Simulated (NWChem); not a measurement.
# GeSiH3ClO (SMILES Cl[SiH]1[O][GeH2]1): levels of theory compared

We compute a comparison of 3 runs (HF/STO-3G, HF/3-21G, B3LYP/6-31G*) of GeSiH3ClO. 

Program for the calculation: NWChem 7.3.0.

3 further runs of the same task are left out: 3 that didn't finish. Runs told in other sessions of the task aren't counted.

## (1) The structure to begin with

The species is GeSiH3ClO (7 atoms), meant as a singlet with charge 0. As SMILES, `Cl[SiH]1[O][GeH2]1`. Geometry: relaxed at PBE0-D4/def2-TZVP.

Bond lengths: Cl1–Si2 2.039 Å, Si2–O3 1.633 Å, Si2–Ge4 2.255 Å, O3–Ge4 1.905 Å, Si2–H5 1.478 Å, Ge4–H6 1.535 Å, Ge4–H7 1.534 Å. Some angles: Cl1–Si2–O3 117.0°, Cl1–Si2–Ge4 122.5°, O3–Si2–Ge4 56.0°, Si2–O3–Ge4 78.8°, Si2–Ge4–O3 45.3°, Cl1–Si2–H5 107.1°, O3–Si2–H5 118.0°, Ge4–Si2–H5 126.8°, Si2–Ge4–H6 124.6°, Si2–Ge4–H7 122.6°.

## (2) Energy and gradient at HF/STO-3G (run 1)

job.nw

```
start job
title "ClGeH3OSi"
memory 2200 mb

geometry noautosym nocenter noautoz
Cl    0.946700   -2.488800    0.655700
Si   -0.269300   -1.038200   -0.101800
O     0.399800    0.013200   -1.157400
Ge    0.044800    1.152900    0.326900
H    -1.538000   -1.691900   -0.484400
H    -0.900200    2.274100   -0.128200
H     1.377500    1.710600    0.843500
end

basis "ao basis" spherical bse
* library STO-3G
end

scf
thresh 1e-08
maxiter 80
print medium
end

task scf gradient
```

The run is started by

```console
$ nwchem job.nw > job.out
```

Output:

```text
[...]
  functions       =    44
[...]
  wavefunction    = RHF
[...]
         Total SCF energy =  -2867.550741511630
      One-electron energy =  -4857.306717995078
      Two-electron energy =   1567.417786459108
 Nuclear repulsion energy =    422.338190024339
        Time for solution =      7.4s
[...]
                         RHF ENERGY GRADIENTS
    atom               coordinates                        gradient
                 x          y          z           x          y          z
   1 Cl      1.789004  -4.703150   1.239093   -0.014777   0.016921  -0.009641
   2 Si     -0.508903  -1.961914  -0.192374    0.052246  -0.012637  -0.017688
   3 O       0.755512   0.024944  -2.187169   -0.013252  -0.045445   0.004193
   4 Ge      0.084660   2.178665   0.617751   -0.015174   0.004457   0.034297
   5 H      -2.906399  -3.197227  -0.915383   -0.022592  -0.011795  -0.008007
   6 H      -1.701131   4.297426  -0.242263   -0.022620   0.031999  -0.014445
   7 H       2.603098   3.232565   1.593984    0.036168   0.016500   0.011291
[...]
```

Wall time 12 s (1 thread of Intel Xeon Platinum 8259CL at 2.50GHz (Skylake/Cascade Lake), shared host); peak memory 0.1 GiB.

## (3) Energy and gradient at HF/3-21G (run 2)

clgeh3osi.nw

```
start clgeh3osi
memory 2200 mb
geometry units angstrom noautosym nocenter noautoz
  Cl    0.946700   -2.488800    0.655700
  Si   -0.269300   -1.038200   -0.101800
  O     0.399800    0.013200   -1.157400
  Ge    0.044800    1.152900    0.326900
  H    -1.538000   -1.691900   -0.484400
  H    -0.900200    2.274100   -0.128200
  H     1.377500    1.710600    0.843500
end
basis spherical bse
  * library 3-21G
end
scf
  thresh 1e-08
  maxiter 80
end
task scf gradient
```

The run is started by

```console
$ nwchem clgeh3osi.nw > clgeh3osi.out
```

Output:

```text
[...]
  functions       =    63
[...]
  wavefunction    = RHF
[...]
         Total SCF energy =  -2886.240454515993
      One-electron energy =  -4862.131280203195
      Two-electron energy =   1553.552635662863
 Nuclear repulsion energy =    422.338190024339
        Time for solution =     10.3s
[...]
                         RHF ENERGY GRADIENTS
    atom               coordinates                        gradient
                 x          y          z           x          y          z
   1 Cl      1.789004  -4.703150   1.239093   -0.026855   0.031631  -0.019073
   2 Si     -0.508903  -1.961914  -0.192374    0.045961   0.014405   0.005818
   3 O       0.755512   0.024944  -2.187169   -0.006668  -0.035844  -0.000982
   4 Ge      0.084660   2.178665   0.617751   -0.014433  -0.013179   0.023396
   5 H      -2.906399  -3.197227  -0.915383   -0.002645  -0.002825  -0.002575
   6 H      -1.701131   4.297426  -0.242263    0.000179   0.003771  -0.004307
   7 H       2.603098   3.232565   1.593984    0.004461   0.002040  -0.002277
[...]
```

It took 16 s on 1 thread of Intel Xeon Platinum 8259CL at 2.50GHz (Skylake/Cascade Lake), shared host; peak memory 0.099 GiB.

## (4) Energy and forces at B3LYP/6-31G(d) (Cartesian functions) (run 3)

clgeh3osi.nw

```
start clgeh3osi
title "ClGeH3OSi gradient"
memory 2200 mb
geometry noautosym nocenter noautoz
   Cl       0.946700      -2.488800       0.655700
   Si      -0.269300      -1.038200      -0.101800
   O        0.399800       0.013200      -1.157400
   Ge       0.044800       1.152900       0.326900
   H       -1.538000      -1.691900      -0.484400
   H       -0.900200       2.274100      -0.128200
   H        1.377500       1.710600       0.843500
end
basis
   * library 6-31G*
end
dft
   xc b3lyp
   grid fine
   convergence energy 1e-08
   iterations 100
   mulliken
end
task dft gradient
```

The run is started by

```console
$ nwchem clgeh3osi.nw > clgeh3osi.out
```

Output:

```text
[...]
          Wavefunction type:  closed shell.
          No. of atoms     :     7
          No. of electrons :    74
[...]
          Charge           :     0
          Spin multiplicity:     1
[...]
          AO basis - number of functions:    94
[...]
              XC Information
              --------------
                         B3LYP Method XC Potential
                     Hartree-Fock (Exact) Exchange  0.200
                        Slater Exchange Functional  0.800 local
                    Becke 1988 Exchange Functional  0.720 non-local
              Lee-Yang-Parr Correlation Functional  0.810
                  VWN I RPA Correlation Functional  0.190 local
[...]
 d= 0,ls=0.0,diis     1  -2903.4132344951 -3.33D+03  2.66D-02  1.85D+00     5.8
[...]
 d= 0,ls=0.0,diis    11  -2903.5356666332 -4.55D-09  3.42D-07  7.18D-10    53.8
         Total DFT energy =    -2903.535666633154
      One electron energy =    -4877.824295073920
           Coulomb energy =     1689.967071033415
    Exchange-Corr. energy =     -138.016632616988
 Nuclear repulsion energy =      422.338190024339
[...]
      Total Density - Mulliken Population Analysis
     ---------------------------------------------
    Atom       Charge   Shell Charges
 -----------   ------   -------------------------------------------------------
    1 Cl  17    17.21   2.00  1.99  5.97  1.46  3.65  0.55  1.62 -0.03
    2 Si  14    13.33   2.00  1.99  5.96  1.04  1.70  0.17  0.22  0.25
    3 O    8     8.57   1.99  0.91  2.86  1.00  1.79  0.01
    4 Ge  32    31.94   2.00  1.99  6.00  1.93  5.99  1.35  2.06  0.17  0.30  6.92  2.96  0.27
    5 H    1     1.05   0.51  0.54
    6 H    1     0.95   0.49  0.47
    7 H    1     0.95   0.49  0.46
[...]
  wavefunction    = closed shell
                         DFT ENERGY GRADIENTS
    atom               coordinates                        gradient
                 x          y          z           x          y          z
   1 Cl      1.789004  -4.703150   1.239093   -0.005956   0.007900  -0.004275
   2 Si     -0.508903  -1.961914  -0.192374    0.010641   0.006032  -0.002121
   3 O       0.755512   0.024944  -2.187169   -0.006371  -0.002463   0.015475
   4 Ge      0.084660   2.178665   0.617751    0.002084  -0.008086  -0.009331
   5 H      -2.906399  -3.197227  -0.915383    0.000660   0.000509  -0.000091
   6 H      -1.701131   4.297426  -0.242263    0.001648  -0.002516   0.001163
   7 H       2.603098   3.232565   1.593984   -0.002706  -0.001377  -0.000819
[...]
```

It took 87 s on 1 thread of Intel Xeon Platinum 8259CL at 2.50GHz (Skylake/Cascade Lake), shared host; peak memory 0.13 GiB.

## (5) All runs side by side

| run | level | Cartesian functions | iteration cap | energy (Eh) | dipole moment (D) | HOMO energy (eV) | LUMO energy (eV) | wall time |
| --- | --- | --- | --- | --- | --- | --- | --- | --- |
| 1 | HF/STO-3G | no | 80 | -2867.550742 | 3.20 | -6.78 | 5.91 | 12 s |
| 2 | HF/3-21G | no | 80 | -2886.240455 | 3.88 | -9.87 | 1.39 | 16 s |
| 3 | B3LYP/6-31G* (Cartesian functions) | yes | 100 | -2903.535667 | 2.22 | -6.94 | -1.51 | 87 s |

## (6) Results

```
                       quantity           value
            run 3: total energy  -2903.53567 Eh
           run 3: dipole moment          2.22 D
             run 3: HOMO energy        -6.94 eV
             run 3: LUMO energy        -1.51 eV
           run 3: HOMO–LUMO gap         5.43 eV
run 3: largest force on an atom      0.870 eV/Å
```

What this shows: The dipole moment (its size) runs from 2.22 D (B3LYP/6-31G*) to 3.88 D (HF/3-21G). The two ends differ in method and basis. The HOMO–LUMO gap runs from 5.43 eV (B3LYP/6-31G*) to 12.69 eV (HF/STO-3G). In run 1 the basis is minimal, so the values are rough. All runs together took 1.9 min, the longest 87 s.
